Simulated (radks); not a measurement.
# Nuclear size and the levels of Sc²⁺

An exercise on one series of results from a longer session: the logs are not shown, and one member is left open.

The numbers are computed with radks (a radial shooting solver on a logarithmic mesh, Libxc functionals) version 1 (Dirac Kohn-Sham, relativistic LDA (MacDonald-Vosko exchange, VWN5 correlation), spin-unpolarised, spherical densities, finite nucleus; open shells fill j = l - 1/2 first), except any that are marked as measured or tabulated.

## The atom as given

```
element            : scandium (Z = 21)
charge             : +2
electrons          : 19
configuration      : [Ar] 3d1
nuclear rms radius : 3.5459 fm
```

Set-up of the first run:

The run's settings:

```text
Z 21
configuration [Ar] 3d1 4s0 4p0
relativity Dirac
functional lda_x_rel,vwn5
spin unpolarised
j_filling energy
nucleus finite rms 3.5459 fm
c 137.035999084
```

Steps of the session up to this table: rms radius 3.5459 fm.

One of the session's tables, all rows but one given; the rest of the session is left out.

It belongs to the step «rms radius 3.5459 fm». From the orbitals of this run (lengths in bohr):

```
level    <r>  outermost maximum (interpolated)  90 % within  nodes
3s1/2  1.076                             0.927         1.61      2
3p1/2  1.159                             0.962         1.79      1
3p3/2  1.167                             0.969         1.80      1
3d3/2  1.558                              1.07         2.64      0
3d5/2  1.561                              1.07         2.65      0
4s1/2  3.041                              2.71         4.43      3
4p1/2  3.570                              3.16         5.24      2
4p3/2      ?                                 ?            ?      ?
```

**Question.** Estimate the row for 4p3/2.

The run gave: <r>: 3.587; outermost maximum (interpolated): 3.17; 90 % within: 5.27; nodes: 2. In the column «<r>» it is the highest.
